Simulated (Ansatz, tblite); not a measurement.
# The cluster Li7H7: one state, many levels

An exercise on one series of results from a longer session: the logs are not shown, and one member is left open.

Method: as each input shows; program: Ansatz 0.2.0, Gaussian basis.

Levels to be run: GFN1-xTB, PBE-D4/def2-TZVP, r2SCAN-D4/def2-TZVP, BHLYP-D4/def2-TZVP, r2SCANh-D4/def2-TZVP, ωB97M-V/def2-TZVP, revPBE-D4/def2-TZVP, CAM-B3LYP-D4/def2-TZVP, PBE-QIDH/def2-TZVP, LC-ωPBE/def2-TZVP, PBE-D4/def2-SVP, PBE0-D4/def2-SVP, HF/STO-3G, HF/6-31G, B3LYP-D4/6-31G, PBE0-D4/def2-TZVPD, PBE-D4/def2-TZVPD, r2SCAN-D4/def2-TZVPD, CCSD(T)/def2-TZVPP, MP2/def2-TZVP, RPA/def2-TZVP.

1 further run of the same task is left out (set aside as unsound or not needed). Runs told in other sessions of the task aren't counted.

## The relaxed structure

The singlet was relaxed beforehand with PBE-D4/def2-TZVP. At that level it is the lowest of the isomers that a small search found.

14 atoms, charge 0, spin multiplicity 1.

Bond lengths: Li1–Li3 2.510 Å, Li1–Li4 2.976 Å, Li1–Li5 2.946 Å, Li1–Li6 2.532 Å, Li1–H8 1.768 Å, Li1–H10 1.906 Å, Li1–H13 1.744 Å, Li2–Li5 2.560 Å, Li2–Li7 2.729 Å, Li2–H9 1.805 Å, Li2–H11 1.735 Å, Li3–Li4 2.467 Å, Li3–H8 1.841 Å, Li3–H10 1.791 Å, Li3–H12 1.780 Å, Li4–Li5 3.024 Å, Li4–Li7 3.032 Å, Li4–H8 1.803 Å and more. Angles: Li3–Li1–Li4 52.6°, Li3–Li1–Li5 97.9°, Li3–Li1–Li6 79.9°, Li3–Li1–H8 47.1°, Li3–Li1–H10 45.3°, Li3–Li1–H13 122.2°, Li4–Li1–Li5 61.4°, Li4–Li1–Li6 87.1°, Li4–Li1–H8 33.9°, Li4–Li1–H10 85.9°, Li4–Li1–H13 94.5°, Li5–Li1–Li6 52.6°, Li5–Li1–H8 94.5°, Li5–Li1–H10 91.6°, Li5–Li1–H13 33.1°, Li6–Li1–H8 114.9°, Li6–Li1–H10 45.7°, Li6–Li1–H13 48.8° and more.

As a file:

```mol
H7Li7
  3D, bonds by distance, orders not assigned

 14 28  0  0  0  0  0  0  0  0999 V2000
   -1.9325    1.1035    0.8838 Li  0  0
    1.0369   -1.7553   -0.7099 Li  0  0
    0.1333    2.1376   -0.0982 Li  0  0
    0.8980    0.4145    1.4931 Li  0  0
   -1.0981   -1.7155    0.7022 Li  0  0
   -1.6896   -0.2967   -1.2113 Li  0  0
    2.6742    0.4130   -0.9643 Li  0  0
   -0.4089    1.6532    1.5928 H   0  0
   -0.7263   -1.7998   -1.0926 H   0  0
   -1.3211    1.4530   -0.8877 H   0  0
    2.4891   -1.1665   -1.4554 H   0  0
    1.7413    1.3961    0.0871 H   0  0
   -2.4033   -0.5397    0.5399 H   0  0
    0.6070   -1.2974    1.1205 H   0  0
  1  3  8  0
  1  4  8  0
  1  5  8  0
  1  6  8  0
  1  8  8  0
  1 10  8  0
  1 13  8  0
  2  5  8  0
  2  7  8  0
  2  9  8  0
  2 11  8  0
  3  4  8  0
  3  8  8  0
  3 10  8  0
  3 12  8  0
  4  5  8  0
  4  7  8  0
  4  8  8  0
  4 14  8  0
  5  6  8  0
  5  9  8  0
  5 13  8  0
  5 14  8  0
  6  9  8  0
  6 10  8  0
  6 13  8  0
  7 11  8  0
  7 12  8  0
M  END
```

PBE0-D4/def2-TZVP was run before; its log isn't repeated, and its numbers join the tables.

Set-up of the first run:

Tight binding, by tblite at 300 K electronic temperature and without a spin-polarisation term:

```python
tblite.interface.Calculator('GFN1-xTB', numbers, positions, charge=0, uhf=0).singlepoint()
```

start.molden holds the orbitals of an earlier run on this state, given as this run's starting guess.

in.yaml reads:

```yaml
crystal:
  periodic: [false, false, false]
  atoms:
    - {symbol: Li, position_ang: [-1.932540, 1.103495, 0.883847]}
    - {symbol: Li, position_ang: [1.036948, -1.755261, -0.709891]}
    - {symbol: Li, position_ang: [0.133273, 2.137618, -0.098218]}
    - {symbol: Li, position_ang: [0.897982, 0.414497, 1.493056]}
    - {symbol: Li, position_ang: [-1.098116, -1.715534, 0.702223]}
    - {symbol: Li, position_ang: [-1.689553, -0.296730, -1.211332]}
    - {symbol: Li, position_ang: [2.674183, 0.412983, -0.964293]}
    - {symbol: H, position_ang: [-0.408895, 1.653230, 1.592831]}
    - {symbol: H, position_ang: [-0.726302, -1.799805, -1.092595]}
    - {symbol: H, position_ang: [-1.321144, 1.453043, -0.887729]}
    - {symbol: H, position_ang: [2.489107, -1.166539, -1.455354]}
    - {symbol: H, position_ang: [1.741262, 1.396091, 0.087074]}
    - {symbol: H, position_ang: [-2.403258, -0.539729, 0.539853]}
    - {symbol: H, position_ang: [0.607043, -1.297369, 1.120528]}
basis:
  gaussian: {orbitals: def2-TZVP, initial_orbitals: start.molden}
hamiltonian: {xc: pbe, dispersion: d4}
scf: {omitted_lower_state_checks: [starts]}
output: {orbitals: {seedname: orbitals}}
```

The run is started by

```console
$ ansatz run in.yaml --threads 4 --pin off --events-out ev --progress --plain --max-ram 3916MiB
```

Among the steps run: PBE-D4/def2-TZVP; r2SCAN-D4/def2-TZVP; BHLYP-D4/def2-TZVP; r2SCANh-D4/def2-TZVP; ωB97M-V/def2-TZVP; revPBE-D4/def2-TZVP; CAM-B3LYP-D4/def2-TZVP; PBE-QIDH/def2-TZVP; LC-ωPBE/def2-TZVP; PBE-D4/def2-SVP; PBE0-D4/def2-SVP; HF/STO-3G; HF/6-31G; B3LYP-D4/6-31G; PBE0-D4/def2-TZVPD; PBE-D4/def2-TZVPD; r2SCAN-D4/def2-TZVPD; CCSD(T)/def2-TZVPP; MP2/def2-TZVP; RPA/def2-TZVP.

One of the session's tables, all rows but one given; the rest of the session is left out.

It belongs to the step «Levels side by side». 

```
                 level  HOMO (eV)  gap (eV)
             HF/STO-3G      -8.66     11.30
              HF/6-31G      -9.20     10.22
       PBE-D4/def2-SVP      -5.02      3.77
      PBE-D4/def2-TZVP      -5.14      3.86
     PBE-D4/def2-TZVPD      -5.08      3.80
   revPBE-D4/def2-TZVP      -5.09      3.89
   r2SCAN-D4/def2-TZVP      -5.37      4.59
  r2SCAN-D4/def2-TZVPD      -5.30      4.53
  r2SCANh-D4/def2-TZVP      -5.81      5.20
        B3LYP-D4/6-31G      -6.17      5.38
      PBE0-D4/def2-SVP      -6.21      5.52
     PBE0-D4/def2-TZVP          ?         ?
    PBE0-D4/def2-TZVPD      -6.24      5.52
    BHLYP-D4/def2-TZVP      -7.45      7.33
CAM-B3LYP-D4/def2-TZVP      -7.73      7.73
     LC-ωPBE/def2-TZVP      -9.07      9.84
     ωB97M-V/def2-TZVP      -8.50      8.77
```

**Question.** Estimate the row for PBE0-D4/def2-TZVP.

As computed: HOMO (eV): -6.31; gap (eV): 5.63. In the column «HOMO (eV)» it lies between BHLYP-D4/def2-TZVP (-7.45) and PBE0-D4/def2-TZVPD (-6.24).
